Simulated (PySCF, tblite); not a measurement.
# C6H12O2: a rotation path, then NMR shifts on frames, part 2 of 2

tblite 0.8.0 and PySCF 2.14.0. Atoms count from 0. The steps go on from the part before.

### 5 Shielding tensors: image 4, PBE0/pcSseg-1

What the job is given:

```
{"job": {"kind": "nmr", "xc": "PBE0", "basis": "pcSseg-1", "pop": false}, "charge": 0, "multiplicity": 1}
C     -0.276800    -1.628800     0.971300
C     -0.173200    -0.681300     0.051800
C     -1.033000    -0.634000    -1.196500
O     -1.941200     0.445400    -1.202500
C     -2.907500     0.377600    -0.184300
O      0.684000     0.382500     0.232400
C      1.953000     0.248200    -0.384100
C      2.734100     1.526200    -0.130900
H     -0.986100    -2.431100     0.880300
H      0.343700    -1.617100     1.850600
H     -1.570800    -1.588600    -1.302400
H     -0.406300    -0.475600    -2.079000
H     -3.556700     1.240000    -0.320900
H     -3.500400    -0.543000    -0.263500
H     -2.449900     0.417900     0.810000
H      1.841800     0.076800    -1.464600
H      2.479500    -0.617600     0.046700
H      3.730400     1.442100    -0.555700
H      2.218800     2.368400    -0.583700
H      2.811700     1.702800     0.938200
```

Method: GIAO PBE0/pcSseg-1 NMR shielding, non-relativistic, gas phase.

What it wrote:

```text
coarse grid: 16128 points
cycle   1  E = -385.5792579004  dE =  9.367e-01  |g| = 7.501e-01  |ddm| = 3.775e+00
cycle   2  E = -385.4724569687  dE =  1.068e-01  |g| = 1.084e+00  |ddm| = 1.498e+00
cycle   3  E = -385.6860694550  dE = -2.136e-01  |g| = 1.119e-01  |ddm| = 9.791e-01
cycle   4  E = -385.6882734402  dE = -2.204e-03  |g| = 4.033e-02  |ddm| = 9.972e-02
cycle   5  E = -385.6886185194  dE = -3.451e-04  |g| = 1.421e-02  |ddm| = 3.788e-02
cycle   6  E = -385.6886632391  dE = -4.472e-05  |g| = 5.083e-03  |ddm| = 1.552e-02
cycle   7  E = -385.6886694572  dE = -6.218e-06  |g| = 5.716e-04  |ddm| = 4.619e-03
final grid: 154128 points
cycle   8  E = -385.7597427123  dE = -3.806e-05  |g| = 1.439e-02  |ddm| = 3.159e-02
cycle   9  E = -385.7597039854  dE =  3.873e-05  |g| = 2.081e-02  |ddm| = 2.062e-02
cycle  10  E = -385.7597812227  dE = -7.724e-05  |g| = 1.884e-03  |ddm| = 1.319e-02
cycle  11  E = -385.7597820273  dE = -8.046e-07  |g| = 2.428e-04  |ddm| = 1.935e-03
cycle  12  E = -385.7597820347  dE = -7.390e-09  |g| = 1.700e-04  |ddm| = 3.201e-04
cycle  13  E = -385.7597820417  dE = -6.974e-09  |g| = 3.365e-05  |ddm| = 1.463e-04
cycle  14  E = -385.7597820420  dE = -2.502e-10  |g| = 8.822e-06  |ddm| = 3.468e-05
converged SCF energy = -385.7597820420

GIAO shielding tensors (ppm)
atom      isotropic    diamagn.    paramagn.     s11        s22        s33       span
  0 C       73.001     255.933    -182.932    -37.193    103.338    152.859    190.052
  1 C       15.795     256.066    -240.271    -97.238     43.545    101.076    198.314
  2 C      113.339     243.878    -130.538     86.525    102.173    151.320     64.794
  3 O      313.923     394.716     -80.793    275.628    315.070    351.071     75.443
  4 C      129.398     245.534    -116.136     96.426    111.598    180.168     83.743
  5 O      228.574     403.746    -175.172    155.462    236.147    294.113    138.651
  6 C      114.758     245.431    -130.673     76.682    102.511    165.081     88.399
  7 C      168.498     247.290     -78.792    153.665    166.286    185.543     31.877
  8 H       26.694      32.190      -5.496     23.823     25.726     30.534      6.711
  9 H       26.479      32.508      -6.029     22.727     25.396     31.313      8.586
 10 H       28.185      31.397      -3.212     23.744     28.468     32.342      8.598
 11 H       27.003      30.505      -3.502     23.091     27.077     30.842      7.752
 12 H       27.994      28.496      -0.502     24.111     25.657     34.213     10.102
 13 H       28.942      28.876       0.066     25.551     26.263     35.011      9.460
 14 H       28.028      30.885      -2.856     24.041     27.581     32.462      8.421
 15 H       27.755      31.814      -4.059     23.269     28.412     31.583      8.314
 16 H       28.217      31.365      -3.148     24.018     28.236     32.397      8.379
 17 H       30.702      27.116       3.586     26.973     27.597     37.536     10.563
 18 H       30.166      30.150       0.017     26.107     28.819     35.572      9.465
 19 H       30.110      29.839       0.271     26.306     28.563     35.461      9.156
```

It took 76 s on 1 thread, shared host.

This run: δ C1 171.1, C0 113.9, C2 73.6, C6 72.2, H9 5.24, H8 5.02 ppm.

### 6 Shielding tensors: image 6, PBE0/pcSseg-1

What the job is given:

```
{"job": {"kind": "nmr", "xc": "PBE0", "basis": "pcSseg-1", "pop": false}, "charge": 0, "multiplicity": 1}
C     -0.434100    -1.674900     1.232900
C     -0.102200    -0.837800     0.256500
C     -0.840400    -0.828900    -1.068700
O     -1.612500     0.341400    -1.252200
C     -2.707000     0.429100    -0.373100
O      0.857700     0.105000     0.490400
C      1.724100     0.448300    -0.579300
C      2.687000     1.523600    -0.103900
H     -1.233300    -2.382300     1.116400
H      0.080900    -1.655600     2.176100
H     -1.483700    -1.718600    -1.119200
H     -0.147900    -0.855300    -1.913900
H     -3.244300     1.337900    -0.636200
H     -3.372400    -0.435700    -0.490400
H     -2.383000     0.483500     0.671900
H      1.156300     0.823200    -1.437800
H      2.284100    -0.449800    -0.880600
H      3.405300     1.731500    -0.892500
H      2.143900     2.434000     0.131800
H      3.216400     1.192100     0.784800
```

Method: GIAO PBE0/pcSseg-1 NMR shielding, non-relativistic, gas phase.

What it wrote:

```text
coarse grid: 16128 points
cycle   1  E = -385.5856277633  dE =  9.477e-01  |g| = 7.407e-01  |ddm| = 3.771e+00
cycle   2  E = -385.4849418936  dE =  1.007e-01  |g| = 1.061e+00  |ddm| = 1.449e+00
cycle   3  E = -385.6899016815  dE = -2.050e-01  |g| = 1.144e-01  |ddm| = 9.325e-01
cycle   4  E = -385.6921982964  dE = -2.297e-03  |g| = 4.189e-02  |ddm| = 1.020e-01
cycle   5  E = -385.6925604748  dE = -3.622e-04  |g| = 1.596e-02  |ddm| = 4.110e-02
cycle   6  E = -385.6926192141  dE = -5.874e-05  |g| = 4.751e-03  |ddm| = 1.691e-02
cycle   7  E = -385.6926244745  dE = -5.260e-06  |g| = 5.835e-04  |ddm| = 4.363e-03
final grid: 154128 points
cycle   8  E = -385.7630314451  dE = -3.967e-05  |g| = 1.488e-02  |ddm| = 3.578e-02
cycle   9  E = -385.7629860895  dE =  4.536e-05  |g| = 2.200e-02  |ddm| = 2.188e-02
cycle  10  E = -385.7630726392  dE = -8.655e-05  |g| = 2.128e-03  |ddm| = 1.414e-02
cycle  11  E = -385.7630736741  dE = -1.035e-06  |g| = 3.105e-04  |ddm| = 2.147e-03
cycle  12  E = -385.7630736883  dE = -1.421e-08  |g| = 1.955e-04  |ddm| = 3.939e-04
cycle  13  E = -385.7630736973  dE = -9.014e-09  |g| = 3.122e-05  |ddm| = 1.604e-04
cycle  14  E = -385.7630736975  dE = -2.035e-10  |g| = 9.490e-06  |ddm| = 3.470e-05
converged SCF energy = -385.7630736975

GIAO shielding tensors (ppm)
atom      isotropic    diamagn.    paramagn.     s11        s22        s33       span
  0 C       83.472     255.334    -171.862    -15.781    115.008    151.190    166.970
  1 C       21.510     255.863    -234.352    -84.532     46.279    102.785    187.318
  2 C      113.145     247.690    -134.545     84.291     99.004    156.140     71.849
  3 O      314.136     396.541     -82.405    272.999    316.113    353.295     80.296
  4 C      128.998     245.545    -116.548     94.167    111.992    180.834     86.667
  5 O      212.628     401.916    -189.288    113.986    257.899    265.998    152.012
  6 C      120.836     247.251    -126.415     91.574    106.587    164.348     72.775
  7 C      169.134     246.501     -77.367    154.312    167.412    185.678     31.366
  8 H       27.299      32.020      -4.722     24.577     26.071     31.248      6.672
  9 H       26.857      31.924      -5.067     23.701     25.324     31.546      7.845
 10 H       28.288      32.078      -3.790     23.799     28.557     32.507      8.709
 11 H       26.821      31.261      -4.440     24.077     26.598     29.787      5.710
 12 H       27.976      28.867      -0.891     24.018     25.666     34.242     10.224
 13 H       28.947      29.118      -0.171     25.458     26.177     35.207      9.748
 14 H       27.945      30.970      -3.024     23.987     27.251     32.598      8.611
 15 H       27.398      32.959      -5.561     21.921     30.016     30.257      8.335
 16 H       28.293      31.295      -3.002     23.899     28.031     32.951      9.051
 17 H       30.700      27.269       3.431     26.717     27.840     37.542     10.826
 18 H       30.199      30.060       0.139     26.216     28.671     35.712      9.496
 19 H       30.211      29.185       1.026     26.175     28.475     35.984      9.808
```

It took 75 s on 1 thread, shared host.

Key values: δ C1 165.4, C0 103.5, C2 73.8, C6 66.1, H11 4.90, H9 4.86 ppm.

### 7 Nuclear shieldings: image 8, PBE0/pcSseg-1

What the job is given:

```
{"job": {"kind": "nmr", "xc": "PBE0", "basis": "pcSseg-1", "pop": false}, "charge": 0, "multiplicity": 1}
C     -0.479000    -1.658600     1.378800
C     -0.048300    -0.964000     0.328700
C     -0.763800    -1.017300    -1.003800
O     -1.411900     0.191900    -1.352200
C     -2.524600     0.485400    -0.544100
O      1.055900    -0.182100     0.475900
C      1.522600     0.598500    -0.611900
C      2.629400     1.497800    -0.083000
H     -1.345000    -2.288900     1.316000
H      0.040500    -1.614700     2.318100
H     -1.493100    -1.838500    -0.974700
H     -0.054300    -1.207300    -1.814500
H     -2.944000     1.413600    -0.927000
H     -3.276200    -0.310900    -0.608600
H     -2.238200     0.614800     0.505300
H      0.708000     1.198600    -1.032300
H      1.920000    -0.055400    -1.401100
H      3.027300     2.105400    -0.890900
H      2.241200     2.148500     0.695800
H      3.428600     0.893900     0.338300
```

Level: GIAO PBE0/pcSseg-1 NMR shielding, non-relativistic, gas phase.

What it wrote:

```text
coarse grid: 16128 points
cycle   1  E = -385.5877425500  dE =  9.537e-01  |g| = 7.359e-01  |ddm| = 3.780e+00
cycle   2  E = -385.4942644519  dE =  9.348e-02  |g| = 1.039e+00  |ddm| = 1.357e+00
cycle   3  E = -385.6905380033  dE = -1.963e-01  |g| = 1.141e-01  |ddm| = 8.567e-01
cycle   4  E = -385.6928243115  dE = -2.286e-03  |g| = 4.134e-02  |ddm| = 9.942e-02
cycle   5  E = -385.6931726284  dE = -3.483e-04  |g| = 1.615e-02  |ddm| = 4.086e-02
cycle   6  E = -385.6932329467  dE = -6.032e-05  |g| = 4.683e-03  |ddm| = 1.689e-02
cycle   7  E = -385.6932379811  dE = -5.034e-06  |g| = 6.866e-04  |ddm| = 4.232e-03
final grid: 154128 points
cycle   8  E = -385.7642484057  dE = -4.790e-05  |g| = 1.464e-02  |ddm| = 3.737e-02
cycle   9  E = -385.7642031220  dE =  4.528e-05  |g| = 2.178e-02  |ddm| = 2.130e-02
cycle  10  E = -385.7642885883  dE = -8.547e-05  |g| = 2.262e-03  |ddm| = 1.390e-02
cycle  11  E = -385.7642897582  dE = -1.170e-06  |g| = 3.569e-04  |ddm| = 2.227e-03
cycle  12  E = -385.7642897784  dE = -2.020e-08  |g| = 2.075e-04  |ddm| = 4.264e-04
cycle  13  E = -385.7642897883  dE = -9.904e-09  |g| = 3.260e-05  |ddm| = 1.670e-04
cycle  14  E = -385.7642897885  dE = -2.192e-10  |g| = 9.802e-06  |ddm| = 3.502e-05
converged SCF energy = -385.7642897885

GIAO shielding tensors (ppm)
atom      isotropic    diamagn.    paramagn.     s11        s22        s33       span
  0 C       88.545     255.613    -167.067     -7.881    121.128    152.389    160.270
  1 C       23.601     256.296    -232.695    -80.962     47.402    104.363    185.325
  2 C      111.817     248.070    -136.253     84.995     99.894    150.560     65.565
  3 O      310.673     397.175     -86.503    267.846    313.096    351.077     83.231
  4 C      129.657     245.923    -116.266     95.168    112.980    180.823     85.654
  5 O      200.862     400.924    -200.063     98.975    233.997    269.613    170.638
  6 C      122.726     248.210    -125.484     94.369    108.839    164.969     70.599
  7 C      169.053     246.172     -77.119    153.664    167.856    185.638     31.974
  8 H       27.548      32.195      -4.647     25.035     26.053     31.555      6.520
  9 H       27.078      31.931      -4.853     24.229     25.259     31.748      7.519
 10 H       28.140      31.904      -3.764     23.430     28.478     32.512      9.083
 11 H       26.845      31.016      -4.171     24.120     26.132     30.285      6.165
 12 H       27.998      29.172      -1.174     24.025     25.730     34.239     10.213
 13 H       28.843      29.233      -0.391     25.337     26.049     35.142      9.806
 14 H       27.863      31.266      -3.402     23.977     27.069     32.544      8.568
 15 H       27.073      33.289      -6.215     20.682     29.079     31.459     10.777
 16 H       27.807      31.894      -4.087     23.036     28.454     31.932      8.896
 17 H       30.752      27.620       3.132     26.675     27.994     37.588     10.912
 18 H       30.297      30.042       0.255     26.407     28.743     35.741      9.333
 19 H       30.244      28.773       1.471     26.403     28.246     36.082      9.679
```

It took 77 s on 1 thread, shared host.

This run: δ C1 163.3, C0 98.4, C2 75.1, C6 64.2, H11 4.87, H15 4.64 ppm.

### 8 Comparing the runs: NMR shifts

Shifts (ppm) of some atoms, chosen among heavy atoms and hydrogens apart, with basis size and wall time:

| frame | C1 | C0 | C2 | C6 | H9 | H15 | O5 | functions | time |
| --- | --- | --- | --- | --- | --- | --- | --- | --- | --- |
| image 0 | 166.9 | 89.3 | 79.5 | 65.7 | 4.07 | 3.77 | 151.7 | 196 | 97 s |
| image 2 | 168.7 | 97.5 | 81.1 | 67.5 | 4.58 | 3.67 | 127.1 | 196 | 66 s |
| image 4 | 171.1 | 113.9 | 73.6 | 72.2 | 5.24 | 3.96 | 107.5 | 196 | 76 s |
| image 6 | 165.4 | 103.5 | 73.8 | 66.1 | 4.86 | 4.32 | 123.5 | 196 | 75 s |
| image 8 | 163.3 | 98.4 | 75.1 | 64.2 | 4.64 | 4.64 | 135.2 | 196 | 77 s |

### 9 Results

The summary covers parts 1 to 2.

```
                                       quantity                                                                       value
                                        barrier                                          0.257 eV (5.9 kcal/mol) at image 4
                          end to end (GFN2-xTB)                                                                    0.051 eV
13C shifts against TMS (PBE0/pcSseg-1, image 0)                                     166.9, 89.3, 79.5, 65.7, 57.5, 17.3 ppm
 1H shifts against TMS (PBE0/pcSseg-1, image 0)  4.62, 4.19, 4.07, 3.77, 3.69, 3.69, 3.62, 3.61, 2.80, 1.62, 1.58, 1.09 ppm
17O shifts against H2O (PBE0/pcSseg-1, image 0)                                                             151.7, 23.2 ppm
          surface potential, 1st and 99th percentile                                                          -1.68 V and 0.79 V
                       range of the shift of O5                                                          107.5 to 151.7 ppm
```

Along the band the dihedral turns by 187°, and the top (dihedral 272°) lies 5.9 kcal/mol above the start (GFN2-xTB, rough), so at room temperature this motion is fast. The top was not checked by a frequency run. Shifts at one fixed geometry are not the observed spectrum, which averages over the motion. Across the 5 runs the shift of O5 moves most, between 107.5 (image 4) and 151.7 ppm (image 0).
